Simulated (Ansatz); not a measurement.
# TaAg2F6: the cost of one run

Method: DFT PBE, scalar-relativistic, plane waves, PAW, in Ansatz 0.2.0.

**1. Starting point**

It takes space group Fm-3m (No. 225, cubic). Conventional cell: a = 7.767 Å, b = 7.767 Å, c = 7.767 Å, α = 90.00°, β = 90.00°, γ = 90.00°. Ta (site symmetry m-3m) is surrounded by 6 F at 1.94 Å. Ag (site symmetry -43m) has 12 F at 2.75 Å as nearest neighbours. Around F (site symmetry 4mm) lie 1 Ta at 1.94 Å and 4 Ag at 2.75 Å.

As a file:

```
CELL_PARAMETERS angstrom
0.00000 3.88364 3.88364
3.88364 0.00000 3.88364
3.88364 3.88364 0.00000
ATOMIC_POSITIONS crystal
Ta 0.00000 0.00000 0.00000
Ag 0.25000 0.25000 0.25000
Ag 0.75000 0.75000 0.75000
F 0.75000 0.25000 0.25000
F 0.25000 0.75000 0.75000
F 0.25000 0.75000 0.25000
F 0.75000 0.25000 0.75000
F 0.25000 0.25000 0.75000
F 0.75000 0.75000 0.25000
```

A structure generator made this guess: ordered vacancies on the cation sites of perovskite (Fm-3m, No. 225). The dimensions are guesses.

**2. Probe: one point on a coarse mesh**

Contents of input.yaml:

```yaml
crystal:
  lattice:
    - [0.0, 3.8836445, 3.8836445]
    - [3.8836445, 0.0, 3.8836445]
    - [3.8836445, 3.8836445, 0.0]
  atoms:
    - { symbol: Ta, position: [0.0, 0.0, 0.0] }
    - { symbol: Ag, position: [0.25, 0.25, 0.25] }
    - { symbol: Ag, position: [0.75, 0.75, 0.75] }
    - { symbol: F, position: [0.75, 0.25, 0.25] }
    - { symbol: F, position: [0.25, 0.75, 0.75] }
    - { symbol: F, position: [0.25, 0.75, 0.25] }
    - { symbol: F, position: [0.75, 0.25, 0.75] }
    - { symbol: F, position: [0.25, 0.25, 0.75] }
    - { symbol: F, position: [0.75, 0.75, 0.25] }
basis:
  ecutwfc: 420
kpoints:
  mp_grid: { grid: [4, 4, 4] }
hamiltonian:
  xc: pbe
scf:
  occupations: { method: gaussian, width: 0.1 }
  lower_state_search: "off"
output:
  forces: true
  stress: true
  eigenvalues: true
```

The run is started by

```sh
$ ansatz run input.yaml --threads 1 --pin off --max-ram 2048MiB --backend cpu --events-out ev --progress --plain --runs-dir out
```

Q: Estimate wall time and peak memory on 1 thread of AMD EPYC 9B45 (Zen 5), shared host.

About 1.1 s, with a peak of 0.46 GiB.
